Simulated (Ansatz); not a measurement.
# MnS, space group F-43m: a single point from an input typed as a dict

Run with Ansatz 0.2.0 through its Python package.

The script, `mns_deck.py`:
```python
import ansatz as az
import numpy as np

config = {
    "crystal": {
        "lattice": [[0.0, 2.8, 2.8], [2.8, 0.0, 2.8], [2.8, 2.8, 0.0]],
        "atoms": [
            {"symbol": "Mn", "position": [0.0, 0.0, 0.0], "spin": 2.8},
            {"symbol": "S", "position": [0.25, 0.25, 0.25]},
        ],
    },
    "magnetization": {"spin_polarized": True},
    "kpoints": {"mp_grid": {"grid": [7, 7, 7]}},
    "hamiltonian": {"xc": "r2scan"},
    "scf": {"occupations": {"method": "cold", "width": 0.1}},
    "basis": {"ecutwfc": "23 Ha"},
    "output": {"forces": True, "stress": True, "eigenvalues": True},
}

planned = az.Session.from_dict(config).plan(threads=1, pin="off")
outcome = planned.execute()
rep = outcome.report

print("%-22s %14.5f eV" % ("F = E - TS", rep["free_energy_ev"]))
print("%-22s %14.5f eV" % ("E", rep["internal_energy_ev"]))
print("%-22s %14.5f eV" % ("Harris-Foulkes", rep["harris_foulkes_ev"]))
print("%-22s %14.5f eV" % ("Fermi level", rep["fermi_energy_ev"]))

forces = np.array(rep["forces_ev_ang"])
norms = np.linalg.norm(forces, axis=1)
print("largest force {:.4f} eV/A on atom {}".format(norms.max(), norms.argmax()))
print(np.array2string(forces, precision=4, suppress_small=True))

print(f"net moment {rep['magnetization_mub']:.3f} muB, absolute {rep['absolute_magnetization_mub']:.3f} muB")
for index, (site, m) in enumerate(zip(outcome.lattice.sites, rep["site_moments_mub"])):
    print(f"  {index:2d} {site.symbol:2s} {m:7.3f}")

print("doubts on the final state:", rep["published_state_doubts"] or "none")
print("warnings:", sorted({n["data"]["kind"] for n in outcome.notices if n["data"].get("severity") in ("warning", "doubt")}) or "none")
```

```console
$ python mns_deck.py
F = E - TS                -4811.85976 eV
E                         -4811.85976 eV
Harris-Foulkes            -4811.85976 eV
Fermi level                   7.74741 eV
largest force 0.0000 eV/A on atom 0
[[ 0. -0.  0.]
 [-0.  0. -0.]]
net moment 5.000 muB, absolute 5.000 muB
   0 Mn   4.303
   1 S    0.111
doubts on the final state: ['stability_check_not_made']
warnings: ['stability_check_not_made']
```

Reading the output:
- Total energies depend on the potentials; only differences at equal settings carry meaning. A total without «per atom» is that of the cell as typed.
- Other magnetic orders than the one started from may lie lower.
- The zero of the levels is a convention of the potentials, so an absolute Fermi energy is no work function.
- With one magnetic atom the cell can hold only ferromagnetic order.
- An opening on this mesh may only mean that it misses a point where bands touch.
- Without a Hubbard U or exact exchange, semilocal functionals often make such 3d compounds metallic or too weakly gapped.
- The structure is a deposited one; some such entries were measured under pressure or heat, so a shift against it needn't be the functional's error alone.
- Run time: 12 s on 1 thread of Intel(R) Xeon(R) Platinum 8488C (Sapphire Rapids), with other jobs on the host, peak memory 0.64 GiB.

(Lines on the test bed's own set-up are left out of the output.)
